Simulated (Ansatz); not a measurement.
Below is the output of a Python script on Ansatz 0.2.0, Python API that makes a calculation of the dielectric tensor and Born charges of Ga2SeS, space group P-3m1. Write a script that gives it. Level of theory: PBEsol, PAW, cutoff 435 eV, 6×6×1 k-points, fixed occupations.

The script reads `ga2ses.cif`:
```cif
data_Ga2SeS
_cell_length_a 3.727195
_cell_length_b 3.727195
_cell_length_c 16.273494
_cell_angle_alpha 90.00000
_cell_angle_beta 90.00000
_cell_angle_gamma 120.00000
_symmetry_space_group_name_H-M 'P 1'
_symmetry_Int_Tables_number 1
loop_
_symmetry_equiv_pos_as_xyz
'x, y, z'
loop_
_atom_site_label
_atom_site_type_symbol
_atom_site_fract_x
_atom_site_fract_y
_atom_site_fract_z
Ga1 Ga    0.333333    0.666667    0.322737
Ga2 Ga    0.666667    0.333333    0.677263
Ga3 Ga    0.666667    0.333333    0.829226
Ga4 Ga    0.333333    0.666667    0.170774
Se5 Se    0.666667    0.333333    0.396980
Se6 Se    0.333333    0.666667    0.603020
S7 S    0.333333    0.666667    0.892642
S8 S    0.666667    0.333333    0.107358
```

```console
$ python ga2ses.py
RunWarning: field response: inside a basis, on 8×8×2 points, memory doesn't hold the 14×14×4 that were asked: take ε∞, Z* and everything formed from them with what they may err, as stated (eps_inf_uncertainty, zstar_uncertainty_e), and compare with field_mesh: kpoints on a denser kpoints.mp_grid
mean eps_inf 6.884, fraction of exact exchange 1/eps = 0.145
[[7.609 0.    0.   ]
 [0.    7.609 0.   ]
 [0.    0.    5.436]]
Born charge tensor of Ga 0
[[2.214 0.    0.   ]
 [0.    2.214 0.   ]
 [0.    0.    0.708]]
Born charge tensor of Ga 1
[[2.214 0.    0.   ]
 [0.    2.214 0.   ]
 [0.    0.    0.708]]
Born charge tensor of Ga 2
[[2.347 0.    0.   ]
 [0.    2.347 0.   ]
 [0.    0.    0.96 ]]
Born charge tensor of Ga 3
[[2.347 0.    0.   ]
 [0.    2.347 0.   ]
 [0.    0.    0.96 ]]
Born charge tensor of Se 4
[[-2.178  0.     0.   ]
 [ 0.    -2.178  0.   ]
 [ 0.     0.    -0.742]]
Born charge tensor of Se 5
[[-2.178  0.     0.   ]
 [ 0.    -2.178  0.   ]
 [ 0.     0.    -0.742]]
Born charge tensor of S 6
[[-2.383  0.     0.   ]
 [ 0.    -2.383  0.   ]
 [ 0.     0.    -0.926]]
Born charge tensor of S 7
[[-2.383  0.     0.   ]
 [ 0.    -2.383  0.   ]
 [ 0.     0.    -0.926]]
charge neutrality missed by 0.0821 e before the sum rule
```
(Warnings from the package without file and line.)

One script that gives this output:

The script, `ga2ses.py`:
```python
"""Response of Ga2SeS to an electric field."""

import warnings

import ansatz as az
from ase.io import read
import numpy as np

MESH = (6, 6, 1)
SMEARING = "fixed"

warnings.simplefilter("ignore", az.DeckWarning)

atoms = read("ga2ses.cif")
ga2ses = az.Crystal.from_ase(atoms)

# an insulator: whole occupations
model = (
    ga2ses.calculation()
    .functional(az.Functional.PBESOL)
    .kpoints(*MESH)  # sampling of the Brillouin zone
    .basis(16 * az.Ha)
    .pseudopotentials("paw")
    .occupations(SMEARING)
    .dielectric()
)
result = model.run()
response = result.dielectric
eps = np.asarray(response.eps_inf)

print(f"mean eps_inf {np.trace(eps) / 3:.3f}, fraction of exact exchange 1/eps = {3 / np.trace(eps):.3f}")
print(np.array2string(eps, precision=3, suppress_small=True))
for index, (site, z) in enumerate(zip(result.lattice.sites, response.zstar_e)):
    print("Born charge tensor of", site.symbol, index)
    print(np.round(z, 3) + 0.0)
print(f"charge neutrality missed by {response.zstar_sum_residual_pre_e:.4f} e before the sum rule")
```

Notes:
- With fixed filling the reported Fermi level is the top filled level among the k-points of the SCF.
- Averages over directions belong to no single polarisation, least of all in layered crystals.
- Pressure is positive in compression.
- The mesh doesn't settle the field response to the digits printed.
- This cell is a computed structure, which may not be the phase found in nature.
- This is the electronic (clamped-ion) response; a semilocal gap that is too small tends to raise it. The typed mesh is that of the SCF; the response is solved on denser meshes that the run picks.
- The script silences the warnings on its input, which a real study should read.
- It ran for 8.7 min on 1 thread of Arm Neoverse V2, on a shared host, peak memory 1.4 GiB.
